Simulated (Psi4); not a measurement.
# SnO (tin(ii) oxide): wB97X-D/def2-TZVPD (core potential, sweep point 4)

What is the energy change on altering one bond length of SnO (tin(ii) oxide) at wB97X-D/def2-TZVPD (core potential, sweep point 4)? Input form: a Python script.

The results are computed with Psi4 1.11.

## Step 1: The molecule

The species is SnO (2 atoms), meant as a singlet with charge 0. SMILES: `[O]=[Sn]`. The shape is that of a PBE0-D4/def2-TZVP optimisation.

Bond lengths: O1–Sn2 1.818 Å.

## Step 2: A single-point energy at wB97X-D/def2-TZVPD (core potential, sweep point 4)

Input file calc.py:

```python
import psi4

psi4.set_memory(1600000000)
psi4.set_num_threads(1)
psi4.core.set_output_file('run.log', False)

mol = psi4.geometry("""
0 1
O      0.000000     0.000000    -0.007080
Sn     0.000000     0.000000     1.810660
units angstrom
symmetry c1
""")

psi4.set_options(dict(basis='def2-TZVPD', reference='rks', puream=True, scf_type='pk', dft_radial_points=99, dft_spherical_points=590))

e, wfn = psi4.energy("wb97x-d", return_wfn=True)
print(f'total energy {e:.8f} hartree = {e * 27.211386:.5f} eV')
```

Started as:

```bash
python calc.py
```

run.log (excerpt; [...] marks lines left out):

```text
[...]
    !!!  WARNING: ECP capability is in beta. Please check occupations closely.  !!!
[...]
  Running in c1 symmetry.
[...]
  Nuclear repulsion =   51.236804536358335
[...]
  Multiplicity = 1
[...]
  Nalpha       = 15
  Nbeta        = 15
[...]
    Number of basis functions: 96
[...]
   @RKS iter   1:  -289.12194901025333   -1.26189e+00   1.10684e-02 DIIS/ADIIS
[...]
   @RKS iter  10:  -289.58901470585255   -2.30746e-08   6.80673e-07 DIIS
[...]
    Orbital Energies [Eh]
    ---------------------
    Doubly Occupied:
       1A    -19.212200     2A     -5.223884     3A     -3.564303
       4A     -3.564303     5A     -3.550167     6A     -1.147470
       7A     -1.135256     8A     -1.135256     9A     -1.124044
      10A     -1.124044    11A     -0.948476    12A     -0.513761
      13A     -0.361192    14A     -0.361192    15A     -0.350392
[...]
  @RKS Final Energy:  -289.58901470585255
   => Energetics <=
    Nuclear Repulsion Energy =             51.2368045363583349
    One-Electron Energy =                -582.6791451830742972
    Two-Electron Energy =                 260.3520164579686025
    DFT Exchange-Correlation Energy =     -18.4986730239995509
    Empirical Dispersion Energy =          -0.0000174931056610
    VV10 Nonlocal Energy =                  0.0000000000000000
    Total Energy =                       -289.5890147058525486
[...]
 Multipole Moments:
 ------------------------------------------------------------------------------------
     Multipole            Electronic (a.u.)      Nuclear  (a.u.)        Total (a.u.)
 ------------------------------------------------------------------------------------
 L = 1.  Multiply by 2.5417464519 to convert [e a0] to [Debye]
 Dipole X            :          0.0000005            0.0000000            0.0000005
 Dipole Y            :         -0.0000055            0.0000000           -0.0000055
 Dipole Z            :         17.1160849          -15.3512859            1.7647990
 Magnitude           :                                                    1.7647990
[...]
```

The script printed:

```text
total energy -289.58901471 hartree = -7880.11846 eV
```

It took 9.9 s on 1 thread of Intel Xeon at 2.70GHz, shared host; peak memory 0.74 GiB.

## Step 3: The distorted shape at the same level

Input file job.py:

```python
import psi4

psi4.set_memory('1600 MB')
psi4.set_num_threads(1)
psi4.core.set_output_file('osn.out', False)

m = psi4.geometry("""
0 1
O      0.000000     0.000000    -1.461240
Sn     0.000000     0.000000     1.810660
symmetry c1
""")

psi4.set_options({
    'basis': 'def2-TZVPD',
    'puream': True,
    'scf_type': 'pk',
    'dft_radial_points': 99,
    'dft_spherical_points': 590,
})

result = psi4.energy("wb97x-d", molecule=m)
print(f'total energy {result:.8f} hartree = {result * 27.211386:.5f} eV')
for k, v in sorted(psi4.core.scalar_variables().items()):
    print(f'{k:45s} {v:18.10f}')
```

Started as:

```bash
python job.py
```

osn.out (excerpt; [...] marks lines left out):

```text
[...]
    !!!  WARNING: ECP capability is in beta. Please check occupations closely.  !!!
[...]
  Running in c1 symmetry.
[...]
  Nuclear repulsion =   28.465169802842382
[...]
  Multiplicity = 1
[...]
  Nalpha       = 15
  Nbeta        = 15
[...]
    Number of basis functions: 96
[...]
   @RKS iter   1:  -288.48001843782998   -9.37846e-01   1.22713e-02 DIIS/ADIIS
[...]
   @RKS iter  28:  -289.33077628454595   -3.52560e-09   1.51390e-07 DIIS
[...]
    Orbital Energies [Eh]
    ---------------------
    Doubly Occupied:
       1A    -19.205904     2A     -5.299174     3A     -3.639898
       4A     -3.639897     5A     -3.622431     6A     -1.210335
       7A     -1.210335     8A     -1.194744     9A     -1.194744
      10A     -1.189595    11A     -0.879149    12A     -0.566015
      13A     -0.289733    14A     -0.289732    15A     -0.269883
[...]
  @RKS Final Energy:  -289.33077628454595
   => Energetics <=
    Nuclear Repulsion Energy =             28.4651698028423823
    One-Electron Energy =                -535.9469442032396955
    Two-Electron Energy =                 236.4893181541702916
    DFT Exchange-Correlation Energy =     -18.3379693262493682
    Empirical Dispersion Energy =          -0.0003507120695590
    VV10 Nonlocal Energy =                  0.0000000000000000
    Total Energy =                       -289.3307762845459479
[...]
 Multipole Moments:
 ------------------------------------------------------------------------------------
     Multipole            Electronic (a.u.)      Nuclear  (a.u.)        Total (a.u.)
 ------------------------------------------------------------------------------------
 L = 1.  Multiply by 2.5417464519 to convert [e a0] to [Debye]
 Dipole X            :         -0.0000009            0.0000000           -0.0000009
 Dipole Y            :          0.0000003            0.0000000            0.0000003
 Dipole Z            :         30.9450033          -27.6320444            3.3129588
 Magnitude           :                                                    3.3129588
[...]
```

On the terminal:

```text
total energy -289.33077628 hartree = -7873.09144 eV
CURRENT ENERGY                                   -289.3307762845
CURRENT REFERENCE ENERGY                         -289.3307762845
DD SOLVATION ENERGY                                 0.0000000000
DFT FUNCTIONAL TOTAL ENERGY                      -289.3304255725
DFT TOTAL ENERGY                                 -289.3307762845
DFT VV10 ENERGY                                     0.0000000000
DFT XC ENERGY                                     -18.3379693262
DISPERSION CORRECTION ENERGY                       -0.0003507121
GRID ELECTRONS ALPHA                               14.9999997950
GRID ELECTRONS BETA                                14.9999997950
GRID ELECTRONS TOTAL                               29.9999995899
NUCLEAR REPULSION ENERGY                           28.4651698028
ONE-ELECTRON ENERGY                              -535.9469442032
PCM POLARIZATION ENERGY                             0.0000000000
PE ENERGY                                           0.0000000000
SCF ITERATION ENERGY                             -289.3307762845
SCF ITERATIONS                                     28.0000000000
SCF TOTAL ENERGY                                 -289.3307762845
TWO-ELECTRON ENERGY                               236.4893181542
WB97X-D DISPERSION CORRECTION ENERGY               -0.0003507121
XC GRID RADIAL POINTS                              99.0000000000
XC GRID SPHERICAL POINTS                          590.0000000000
XC GRID TOTAL POINTS                           112821.0000000000
```

It took 17 s on 1 thread of Intel Xeon at 2.70GHz, shared host; peak memory 0.7 GiB.

## Step 4: Summary of results

Level: wB97X-D/def2-TZVPD (core potential, sweep point 4).

```
                                                          quantity          value
                                         first shape: total energy  -289.58901 Eh
                                        first shape: dipole moment         4.49 D
                                          first shape: HOMO energy       -9.53 eV
                                          first shape: LUMO energy       -0.75 eV
                                        first shape: HOMO–LUMO gap        8.78 eV
                                    first shape: dispersion energy   -0.05 kJ/mol
                                     distorted shape: total energy  -289.33078 Eh
                                    distorted shape: dipole moment         8.42 D
                                      distorted shape: HOMO energy       -7.34 eV
                                      distorted shape: LUMO energy       -2.72 eV
                                    distorted shape: HOMO–LUMO gap        4.62 eV
                                distorted shape: dispersion energy   -0.92 kJ/mol
energy change with the O1–Sn2 bond stretched from 1.818 to 3.272 Å       7.027 eV
```

What this shows: With the O1–Sn2 bond stretched from 1.818 to 3.272 Å the energy rises by 7.03 eV (678 kJ/mol). The first shape isn't relaxed at this level, so the change isn't measured from a minimum. A restricted reference can't describe the breaking bond well at this length.
